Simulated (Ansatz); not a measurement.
# AlGa₂H (triplet): the correlation ladder at distance Al2–H4 = 2.216 Å, cc-pVDZ

One table from this session's results is given with a row withheld; the runs are named, their logs left out.

Method: cc-pVDZ, core rule «outside noble gas», up to 33 orbitals frozen; program: Ansatz 0.2.0, Gaussian basis.

The runs, in order: UHF; CCSD(T) on ROHF; CCSD(T) on UHF; BCCD(T) on ROHF; CISD; CCSDT(Q) on ROHF; CCSDT(Q) on UHF; CASSCF and MRCISD+Q, 4 electrons in 4 orbitals; CASSCF and NEVPT2, 4 electrons in 4 orbitals.

35 further runs of the same task are left out: 4 for a mislabelled method, 3 for a known fault of the program, 20 that didn't finish, 8 set aside as unsound or not needed.

### What is computed

The geometry derives from a PBE0/def2-TZVP stationary point (not a proven minimum). One bond is set to the value named and the two fragments are kept rigid. No spin-orbit coupling is included. The filled d shell of Ga may be among the frozen orbitals whatever the setting's name suggests; the logs give the count.

4 atoms, charge 0, spin multiplicity 3.

Atoms are counted from 1 here; the program's logs count them from 0.

Bond lengths: Ga1–Al2 2.555 Å, Al2–Ga3 2.555 Å. Angles: Ga1–Al2–Ga3 72.4°.

Set-up of the first run:

Contents of in.yaml:

```yaml
crystal:
  periodic: [false, false, false]
  atoms:
    - {symbol: Ga, position_ang: [-0.005897, 0.334698, 1.508986]}
    - {symbol: Al, position_ang: [-0.024143, -1.726687, 0.000000]}
    - {symbol: Ga, position_ang: [-0.005897, 0.334698, -1.508986]}
    - {symbol: H, position_ang: [1.462153, -0.083038, 0.000000]}
basis:
  gaussian: {orbitals: cc-pVDZ}
magnetization: {spin_polarized: true, initial_magnetization: 2}
hamiltonian: {xc: hf}
output: {orbitals: {seedname: orbitals}}
```

On the command line:

```bash
ansatz run in.yaml --threads 1 --pin off --events-out ev --progress --plain --max-ram 2393MiB
```

Steps of the session up to this table: UHF; CCSD(T) on ROHF; CCSD(T) on UHF; BCCD(T) on ROHF; CISD; CCSDT(Q) on ROHF; CCSDT(Q) on UHF; CASSCF and MRCISD+Q, 4 electrons in 4 orbitals; CASSCF and NEVPT2, 4 electrons in 4 orbitals.

One of the session's tables, all rows but one given; the rest of the session is left out.

```
       method  from UCCSDT(Q) (meV)
         ROHF               +5849.2
          UHF               +5594.7
         RMP2               +1328.4
         UMP2               +1427.2
         CISD                +953.8
        RCCSD                +394.6
        UCCSD                +377.4
     RCCSD(T)                     ?
     UCCSD(T)                 +83.4
      BCCD(T)                 +83.7
       RCCSDT                 +33.2
       UCCSDT                 +26.2
    RCCSDT(Q)                  +7.1
    UCCSDT(Q)                     0
  CASSCF pair               +5386.3
  MRCISD pair                +875.0
MRCISD+Q pair                +143.0
```

Q: Estimate the row for RCCSD(T) from the others.

**Answer.** from UCCSDT(Q) (meV): +84.7. In the column «from UCCSDT(Q) (meV)» it lies between BCCD(T) (+83.7) and MRCISD+Q pair (+143.0).

Not comparable, so not listed: CASSCF and NEVPT2, 4 electrons in 4 orbitals (they don't share determinant, frozen orbitals or solution with the rows shown, or repeat one).

Caveats from the session: Restricted and unrestricted rows rest on different reference determinants; where their highest levels disagree by more than a few hundredths of an eV, they describe different states and don't form one ladder. Warnings in the runs' records: passed over end.
